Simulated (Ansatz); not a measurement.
# GaH2I: how energies converge with the basis set

An exercise on one series of results from a longer session: the logs are not shown, and one member is left open.

Method: one geometry, several basis sets; program: Ansatz 0.2.0, Gaussian basis.

Plan: PBE0-D4/def2-SVP; ωB97M-V/def2-SVP; PBE0-D4/def2-QZVPP; ωB97M-V/def2-QZVPP; the functionals' def2-TZVPP values are taken from earlier runs.

### The geometry

An earlier PBE0-D4 in a triple-zeta def2 set relaxation fixed the geometry. I takes the def2 core potential; no spin-orbit term is included.

SMILES `[GaH2][I]`, 4 atoms, charge 0, spin multiplicity 1.

Atoms are counted from 1 here; the program's logs count them from 0.

Bond lengths: Ga1–I2 2.491 Å, Ga1–H3 1.558 Å, Ga1–H4 1.558 Å. Angles: I2–Ga1–H3 115.9°, I2–Ga1–H4 115.9°, H3–Ga1–H4 128.2°.

Set-up of the first run:

in.yaml

```yaml
crystal:
  periodic: [false, false, false]
  atoms:
    - {symbol: Ga, position_ang: [-0.241784, 0.031578, -0.115708]}
    - {symbol: I, position_ang: [2.012874, -0.379875, 0.860020]}
    - {symbol: H, position_ang: [-1.396122, -0.855123, 0.440243]}
    - {symbol: H, position_ang: [-0.319467, 1.143121, -1.204856]}
basis:
  gaussian: {orbitals: def2-SVP}
hamiltonian: {xc: pbe0, dispersion: d4}
output: {orbitals: {seedname: orbitals}}
```

Among the steps run: PBE0-D4 in def2-SVP; ωB97M-V in def2-SVP; PBE0-D4 in def2-QZVPP; ωB97M-V in def2-QZVPP.

One of the session's tables, all rows but one given; the rest of the session is left out.

It belongs to the step «Functionals by basis». 

```
functional       basis  HOMO (eV)  LUMO (eV)
   PBE0-D4    def2-SVP      -7.42      -1.99
   PBE0-D4  def2-TZVPP          ?          ?
   PBE0-D4  def2-QZVPP      -7.48      -2.02
   ωB97M-V    def2-SVP      -9.48      -0.26
   ωB97M-V  def2-TZVPP      -9.58      -0.30
   ωB97M-V  def2-QZVPP      -9.58      -0.40
```

Q: Estimate the row for PBE0-D4, def2-TZVPP from the others.

The run gave: HOMO (eV): -7.48; LUMO (eV): -2.01.
